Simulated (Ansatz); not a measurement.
# HgPt: under pressure

The task here is to estimate one member of a computed series from the others.

Computed with Ansatz 0.2.0 (DFT PBEsol, scalar-relativistic, plane waves, PAW, unless a step's input says otherwise).

## The system as given

The structure is tetragonal, space group P4/mmm (No. 123). The conventional cell has a = 2.971 Å, b = 2.971 Å, c = 3.825 Å, α = 90.00°, β = 90.00°, γ = 90.00°. Hg (site symmetry 4/mmm) is surrounded by 8 Pt at 2.84 Å and 4 Hg at 2.97 Å. Pt (site symmetry 4/mmm) is surrounded by 8 Hg at 2.84 Å and 4 Pt at 2.97 Å.

Coordinates:

```xyz
2
Lattice="2.9710 0.0000 0.0000 0.0000 2.9710 0.0000 0.0000 0.0000 3.8250" Properties=species:S:1:pos:R:3 pbc="T T T"
Hg    0.0000    0.0000    0.0000
Pt    1.4855    1.4855    1.9125
```

Source of the structure: the Crystallography Open Database.

Set-up of the first run:

(A quick probe on a coarse mesh, which set the mesh and smearing, is not shown.)

input.yaml reads:

```yaml
crystal:
  lattice:
    - [2.971, 0.0, 0.0]
    - [0.0, 2.971, 0.0]
    - [0.0, 0.0, 3.825]
  atoms:
    - { symbol: Hg, position: [0.0, 0.0, 0.0] }
    - { symbol: Pt, position: [0.5, 0.5, 0.5] }
basis:
  ecutwfc: 420
kpoints:
  mp_grid: { grid: [14, 14, 12] }
hamiltonian:
  xc: pbesol
scf:
  occupations: { method: gaussian, width: 0.1 }
output:
  forces: true
  stress: true
  eigenvalues: true
relax:
  adjacent_minimum: "off"
  f_tol: 0.005
  max_steps: 80
  cell: { stress_tol: 0.05 }
```

Steps of the session up to this table: Relaxing cell and atoms; Relaxing at -3 GPa; 3 GPa; Target pressure 8 GPa; 15 GPa; Target pressure 30 GPa; Relaxing at 60 GPa.

One of the session's tables, all rows but one given; the rest of the session is left out.

It belongs to the step «Volume, cell and gap against pressure». Lengths are those of the vectors of the cell that was run:

```
P (GPa)  V (Å³/atom)  a (Å)  b (Å)  c (Å)  ΔH (eV/atom)
     -3        17.47  2.995  2.995  3.895        -0.324
      0        17.16  2.977  2.977  3.872         0.000
      3            ?      ?      ?      ?             ?
      8        16.48  2.936  2.936  3.823         0.839
     15        16.01  2.907  2.907  3.789         1.548
     30        15.21  2.855  2.855  3.731         3.008
     60        14.10  2.783  2.783  3.643         5.745
```

**Question.** Estimate the row for P (GPa) = 3.

Worked estimate for «V (Å³/atom)». A straight line through the neighbours (0, 17.16) and (8, 16.48) gives 17.16 + (16.48 − 17.16) × (3 − 0) / (8 − 0) = 16.91; a parabola fitted to 4 rows on both sides gives 16.89.

The run gave: V (Å³/atom): 16.88; a (Å): 2.961; b (Å): 2.961; c (Å): 3.852; ΔH (eV/atom): 0.319. In «V (Å³/atom)» the line misses by +0.03 and the parabola by +0.01.

ΔH is E + PV over the energy at zero pressure; a, b and c are the vectors of the computed cell. 
